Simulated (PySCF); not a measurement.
# B2H6S2 ((H2B-mu-SH)2) at 5 levels

Wanted: a comparison of 5 runs (HF/3-21G, HF/def2-SVP, B3LYP/6-31G*, BLYP/cc-pVDZ, MP2/6-311+G**) of B2H6S2 ((H2B-mu-SH)2). Input form: a Python script.

The calculation is run with PySCF 2.14.0.

## Step 1: Starting point

B2H6S2: 10 atoms, total charge 0, spin state singlet. Geometry: relaxed at GFN2-xTB.

Bond lengths: B1–S4 1.964 Å, S4–B5 1.965 Å, B1–S8 1.965 Å, B5–S8 1.965 Å, B1–H2 1.175 Å, B1–H3 1.174 Å, B5–H6 1.174 Å, B5–H7 1.175 Å, S4–H9 1.337 Å, S8–H10 1.337 Å. Some angles: B1–S4–B5 80.7°, S4–B1–S8 97.8°, S4–B5–S8 97.8°, B1–S8–B5 80.7°, B1–S4–H9 97.7°, B5–S4–H9 97.7°, H2–B1–S4 108.2°, H2–B1–S8 108.1°, H3–B1–S4 111.4°, H3–B1–S8 111.4°.

## Step 2: Energy and forces at HF/3-21G (run 1)

Input file geometry.xyz:

```xyz
10

B      1.244940     0.088590     0.390930
H      1.527180     0.316590     1.508260
H      2.118420    -0.061450    -0.379170
S     -0.016340     1.466710    -0.216370
B     -1.292350     0.031970     0.202610
H     -2.035280    -0.153740    -0.687370
H     -1.744630     0.244020     1.265920
S      0.004190    -1.435370     0.372250
H      0.086460     1.236390    -1.529660
H      0.107410    -1.733710    -0.927390
```

Input file calc.py:

```python
# (H2B-mu-SH)2
from pyscf import gto

mol = gto.M(
    atom='geometry.xyz',
    charge=0,
    max_memory=1860,
    verbose=3,
    basis='3-21g',
    spin=0,
)

mf = mol.RHF()
mf.conv_tol = 1e-10
mf.kernel()
if not mf.converged:
    mf = mf.newton().run(mf.mo_coeff, mf.mo_occ)

energy = mf.e_tot
print('E = %.10f Eh' % energy)
grad = mf.nuc_grad_method().kernel()
dip = mf.dip_moment()
pop, q = mf.mulliken_pop()
```

Started as:

```sh
$ OMP_NUM_THREADS=1 python calc.py
```

Standard output:

```text
converged SCF energy = -843.673717296735
E = -843.6737172967 Eh
--------------- RHF gradients ---------------
         x                y                z
0 B    -0.0376051011    -0.0028048281    -0.0131361528
1 H     0.0011424093    -0.0008553569    -0.0040994762
2 H    -0.0030286560     0.0007449359     0.0037448211
3 S    -0.0000619330    -0.0261504182     0.0100500988
4 B     0.0390134939    -0.0011808833    -0.0074764009
5 H     0.0024158167     0.0008521872     0.0041244306
6 H    -0.0004276186    -0.0008815451    -0.0041657287
7 S    -0.0005226726     0.0279030627    -0.0008247845
8 H    -0.0004168245    -0.0050364450     0.0071894240
9 H    -0.0005089141     0.0074092908     0.0045937685
----------------------------------------------
Dipole moment(X, Y, Z, Debye):  0.19044, -0.49237, -2.44919
 ** Mulliken pop  **
pop of  0 B 1s            1.99031
pop of  0 B 2s            0.34681
pop of  0 B 3s            0.90467
pop of  0 B 2px           0.41694
pop of  0 B 2py           0.28946
pop of  0 B 2pz           0.58479
pop of  0 B 3px           0.17046
pop of  0 B 3py           0.09493
pop of  0 B 3pz           0.46531
pop of  1 H 1s            0.46066
pop of  1 H 2s            0.43416
pop of  2 H 1s            0.46188
pop of  2 H 2s            0.47793
pop of  3 S 1s            1.99852
pop of  3 S 2s            1.96156
pop of  3 S 3s            0.97310
pop of  3 S 4s            1.01235
pop of  3 S 2px           1.96433
pop of  3 S 2py           1.96546
pop of  3 S 2pz           1.95934
pop of  3 S 3px           0.88168
pop of  3 S 3py           0.90923
pop of  3 S 3pz           0.73592
pop of  3 S 4px           0.55010
pop of  3 S 4py           0.77371
pop of  3 S 4pz           0.34505
pop of  4 B 1s            1.99031
pop of  4 B 2s            0.34683
pop of  4 B 3s            0.90481
pop of  4 B 2px           0.40328
pop of  4 B 2py           0.28997
pop of  4 B 2pz           0.59739
pop of  4 B 3px           0.15052
pop of  4 B 3py           0.09614
pop of  4 B 3pz           0.48410
pop of  5 H 1s            0.46188
pop of  5 H 2s            0.47801
pop of  6 H 1s            0.46067
pop of  6 H 2s            0.43402
pop of  7 S 1s            1.99852
pop of  7 S 2s            1.96156
pop of  7 S 3s            0.97309
pop of  7 S 4s            1.01238
pop of  7 S 2px           1.96433
pop of  7 S 2py           1.96422
pop of  7 S 2pz           1.96058
pop of  7 S 3px           0.88152
pop of  7 S 3py           0.87484
pop of  7 S 3pz           0.77015
pop of  7 S 4px           0.55012
pop of  7 S 4py           0.63382
pop of  7 S 4pz           0.48558
pop of  8 H 1s            0.43677
pop of  8 H 2s            0.43455
pop of  9 H 1s            0.43670
pop of  9 H 2s            0.43469
 ** Mulliken atomic charges  **
charge of    0B =     -0.26369
charge of    1H =      0.10518
charge of    2H =      0.06020
charge of    3S =     -0.03036
charge of    4B =     -0.26336
charge of    5H =      0.06011
charge of    6H =      0.10532
charge of    7S =     -0.03069
charge of    8H =      0.12868
charge of    9H =      0.12861
```

Wall time 2.2 s (1 thread of Arm Neoverse V1, shared host); peak memory 0.13 GiB.

## Step 3: Energy and forces at HF/def2-SVP (run 2)

Input file run.py:

```python
import pyscf.grad
from pyscf import gto

molecule = gto.Mole()
molecule.atom = '''
B    1.244940   0.088590   0.390930
H    1.527180   0.316590   1.508260
H    2.118420  -0.061450  -0.379170
S   -0.016340   1.466710  -0.216370
B   -1.292350   0.031970   0.202610
H   -2.035280  -0.153740  -0.687370
H   -1.744630   0.244020   1.265920
S    0.004190  -1.435370   0.372250
H    0.086460   1.236390  -1.529660
H    0.107410  -1.733710  -0.927390
'''
molecule.basis = 'def2-svp'
molecule.verbose = 3
molecule.charge = 0
molecule.max_memory = 1860
molecule.build()

mf = molecule.RHF()
mf.conv_tol = 1e-10
mf.kernel()
if not mf.converged:
    mf = mf.newton().run(mf.mo_coeff, mf.mo_occ)

energy = mf.e_tot
print(f'total energy: {energy:.8f} hartree')
grad = mf.Gradients().kernel()
dip = mf.dip_moment()
pop, q = mf.mulliken_pop()
```

Started as:

```sh
$ OMP_NUM_THREADS=1 python run.py
```

Standard output:

```text
converged SCF energy = -847.652523680519
total energy: -847.65252368 hartree
[... 8 lines left out ...]
Dipole moment(X, Y, Z, Debye):  0.16495, -0.42678, -2.12505
[... 66 lines left out ...]
pop of  6 H 2pz           0.01057
pop of  7 S 1s            1.99940
pop of  7 S 2s            1.99088
pop of  7 S 3s            1.18248
pop of  7 S 4s            0.63563
pop of  7 S 2px           1.98024
pop of  7 S 2py           1.98030
pop of  7 S 2pz           1.97803
pop of  7 S 3px           0.62816
pop of  7 S 3py           0.62568
pop of  7 S 3pz           0.53884
pop of  7 S 4px           0.86863
pop of  7 S 4py           0.92994
pop of  7 S 4pz           0.69179
pop of  7 S 3dxy          0.02183
pop of  7 S 3dyz          0.00895
pop of  7 S 3dz^2         0.03701
pop of  7 S 3dxz          0.00497
pop of  7 S 3dx2-y2       0.00627
pop of  8 H 1s            0.72341
pop of  8 H 2s            0.15986
pop of  8 H 2px           0.00493
pop of  8 H 2py           0.00532
pop of  8 H 2pz           0.02175
pop of  9 H 1s            0.72333
pop of  9 H 2s            0.15998
pop of  9 H 2px           0.00493
pop of  9 H 2py           0.00565
pop of  9 H 2pz           0.02141
 ** Mulliken atomic charges  **
charge of    0B =      0.12159
charge of    1H =     -0.03617
charge of    2H =     -0.06160
charge of    3S =     -0.10852
charge of    4B =      0.12185
charge of    5H =     -0.06145
charge of    6H =     -0.03608
charge of    7S =     -0.10905
charge of    8H =      0.08473
charge of    9H =      0.08470
```

It took 7.8 s on 1 thread of Arm Neoverse V1, shared host; peak memory 0.19 GiB.

## Step 4: Energy and gradient at B3LYP/6-31G(d) (Cartesian functions) (run 3)

Input file job.py:

```python
# (H2B-mu-SH)2
import pyscf.grad
from pyscf import gto, dft

system = gto.M(
    atom='''
B    1.244940   0.088590   0.390930
H    1.527180   0.316590   1.508260
H    2.118420  -0.061450  -0.379170
S   -0.016340   1.466710  -0.216370
B   -1.292350   0.031970   0.202610
H   -2.035280  -0.153740  -0.687370
H   -1.744630   0.244020   1.265920
S    0.004190  -1.435370   0.372250
H    0.086460   1.236390  -1.529660
H    0.107410  -1.733710  -0.927390
''',
    spin=0,
    cart=True,
    verbose=4,
    charge=0,
    max_memory=1860,
    basis='6-31g*',
)

ks = dft.RKS(system)
ks.xc = 'b3lyp'
ks.grids.level = 5
ks.conv_tol = 1e-10
ks.kernel()
if not ks.converged:
    ks = ks.newton().run(ks.mo_coeff, ks.mo_occ)

e_final = ks.e_tot
print('E = %.10f Eh' % e_final)
grad = ks.Gradients().kernel()
ks.analyze()
```

Started as:

```sh
$ OMP_NUM_THREADS=1 python job.py
```

Standard output:

```text
PySCF version 2.14.0

[... 99 lines left out ...]
DFT Exchange-Correlation Energy =      -61.843797907040766
[... 9 lines left out ...]
MO #8   energy= -5.93671406315876  occ= 2
[... 7 lines left out ...]
MO #16  energy= -0.520696183088767 occ= 2
[... 7 lines left out ...]
MO #24  energy= -0.288984309056907 occ= 2
[... 7 lines left out ...]
MO #32  energy= 0.181803152799866  occ= 0
[... 7 lines left out ...]
MO #40  energy= 0.37842863741712   occ= 0
[... 7 lines left out ...]
MO #48  energy= 0.656798826996974  occ= 0
[... 7 lines left out ...]
MO #56  energy= 0.890932655167363  occ= 0
[... 7 lines left out ...]
MO #64  energy= 1.11662598002588   occ= 0
[... 7 lines left out ...]
MO #72  energy= 1.77002303562361   occ= 0
[... 7 lines left out ...]
MO #80  energy= 3.96795231895193   occ= 0
[... 54 lines left out ...]
pop of  4  B 3dzz         0.00159
pop of  5  H 1s           0.98131
pop of  5  H 2s           0.00489
pop of  6  H 1s           0.97240
pop of  6  H 2s           0.00534
pop of  7  S 1s           1.99999
pop of  7  S 2s           1.99967
pop of  7  S 3s           1.62116
pop of  7  S 4s           0.00187
pop of  7  S 2px          1.99990
pop of  7  S 2py          1.99989
pop of  7  S 2pz          1.99989
pop of  7  S 3px          1.39434
pop of  7  S 3py          1.45490
pop of  7  S 3pz          1.25496
pop of  7  S 4px          0.00730
pop of  7  S 4py          0.00778
pop of  7  S 4pz          0.01128
pop of  7  S 3dxx         0.00277
pop of  7  S 3dxy         0.00542
pop of  7  S 3dxz         0.00160
pop of  7  S 3dyy         0.00358
pop of  7  S 3dyz         0.00273
pop of  7  S 3dzz         0.00813
pop of  8  H 1s           0.90507
pop of  8  H 2s           0.00893
pop of  9  H 1s           0.90510
pop of  9  H 2s           0.00893
 ** Mulliken atomic charges  **
charge of    0B =     -0.34541
charge of    1H =      0.02228
charge of    2H =      0.01376
charge of    3S =      0.22340
charge of    4B =     -0.34490
charge of    5H =      0.01380
charge of    6H =      0.02226
charge of    7S =      0.22283
charge of    8H =      0.08600
charge of    9H =      0.08597
Dipole moment(X, Y, Z, Debye):  0.16028, -0.41359, -2.05677
```

Run time: 42 s. Hardware: 1 thread of Arm Neoverse V1, shared host; peak memory 0.78 GiB.

Run 4 isn't shown in full; the table further down has it.

## Step 5: Energy and gradient at MP2/6-311+G(d,p) (run 5)

Input file input.py:

```python
from pyscf import gto, mp

mol = gto.M(
    atom=[
    ('B', (1.244940, 0.088590, 0.390930)),
    ('H', (1.527180, 0.316590, 1.508260)),
    ('H', (2.118420, -0.061450, -0.379170)),
    ('S', (-0.016340, 1.466710, -0.216370)),
    ('B', (-1.292350, 0.031970, 0.202610)),
    ('H', (-2.035280, -0.153740, -0.687370)),
    ('H', (-1.744630, 0.244020, 1.265920)),
    ('S', (0.004190, -1.435370, 0.372250)),
    ('H', (0.086460, 1.236390, -1.529660)),
    ('H', (0.107410, -1.733710, -0.927390)),
],
    basis='6-311+g**',
    max_memory=1860,
    verbose=4,
)

hf = mol.RHF()
hf.conv_tol = 1e-10
hf.kernel()
if not hf.converged:
    hf = hf.newton().run(hf.mo_coeff, hf.mo_occ)

pt = mp.MP2(hf, frozen=12).run()
etot = pt.e_tot
print('E(%s) = %.9f' % ('MP2', etot))
grad = pt.nuc_grad_method().kernel()
dip = hf.dip_moment()
pop, q = hf.mulliken_pop()
```

Started as:

```sh
$ OMP_NUM_THREADS=1 python input.py
```

Standard output:

```text
PySCF version 2.14.0

[... 66 lines left out ...]
converged SCF energy = -847.964940237089
[... 17 lines left out ...]
Dipole moment(X, Y, Z, Debye):  0.16200, -0.41932, -2.08832
[... 112 lines left out ...]
pop of  7 S 4px           0.34362
pop of  7 S 4py           0.34504
pop of  7 S 4pz           0.30333
pop of  7 S 5px           0.93890
pop of  7 S 5py           0.93993
pop of  7 S 5pz           0.75725
pop of  7 S 6px           0.12131
pop of  7 S 6py           0.19245
pop of  7 S 6pz           0.12974
pop of  7 S 7px          -0.00090
pop of  7 S 7py          -0.04328
pop of  7 S 7pz          -0.01767
pop of  7 S 3dxy          0.01715
pop of  7 S 3dyz          0.00736
pop of  7 S 3dz^2         0.03211
pop of  7 S 3dxz          0.00380
pop of  7 S 3dx2-y2       0.00464
pop of  8 H 1s            0.23724
pop of  8 H 2s            0.57625
pop of  8 H 3s            0.08988
pop of  8 H 2px           0.00533
pop of  8 H 2py           0.00614
pop of  8 H 2pz           0.02209
pop of  9 H 1s            0.23720
pop of  9 H 2s            0.57625
pop of  9 H 3s            0.08997
pop of  9 H 2px           0.00533
pop of  9 H 2py           0.00625
pop of  9 H 2pz           0.02196
 ** Mulliken atomic charges  **
charge of    0B =     -0.32234
charge of    1H =      0.04006
charge of    2H =     -0.00298
charge of    3S =      0.22199
charge of    4B =     -0.32163
charge of    5H =     -0.00286
charge of    6H =      0.04015
charge of    7S =      0.22150
charge of    8H =      0.06308
charge of    9H =      0.06303
```

Run time: 95 s. Hardware: 1 thread of Arm Neoverse V1, shared host; peak memory 1.9 GiB.

## Step 6: All runs side by side

```
run                               level  Cartesian functions  integration grid  energy (Eh)  dipole moment (D) of the reference  HOMO energy (eV)  LUMO energy (eV)  wall time
  1                            HF/3-21G                   no                 –  -843.673717                                2.51            -11.34              3.98      2.2 s
  2                         HF/def2-SVP                   no                 –  -847.652524                                2.17            -11.03              3.42      7.8 s
  3  B3LYP/6-31G* (Cartesian functions)                  yes                 5  -849.724816                                2.10             -7.86              0.18       42 s
  4                        BLYP/cc-pVDZ                   no                 5  -849.658098                                1.92             -6.67             -0.72       58 s
  5                       MP2/6-311+G**                   no                 –  -848.466006                                2.14            -11.00              1.21       95 s
```

## Step 7: Summary of results

| quantity | value |
| --- | --- |
| run 5: total energy | -848.46601 Eh |
| run 5: dipole moment (Hartree–Fock density) | 2.14 D |
| run 5: HOMO energy (Hartree–Fock orbitals) | -11.00 eV |
| run 5: LUMO energy (Hartree–Fock orbitals) | 1.21 eV |
| run 5: HOMO–LUMO gap (Hartree–Fock orbitals) | 12.21 eV |
| run 5: correlation energy (12 core orbitals frozen) | -501.1 mEh |
| run 5: largest force on an atom | 0.478 eV/Å |

In words: Over runs 1, 2, 3, 4 the dipole moment (its size) runs from 1.92 D (BLYP/cc-pVDZ) to 2.51 D (HF/3-21G). The two ends differ in method and basis. Over runs 1, 2, 3, 4 the HOMO–LUMO gap runs from 5.95 eV (BLYP/cc-pVDZ) to 15.32 eV (HF/3-21G). Totals of different functionals can't be ranked against each other. All runs together took 3.4 min, the longest 95 s.
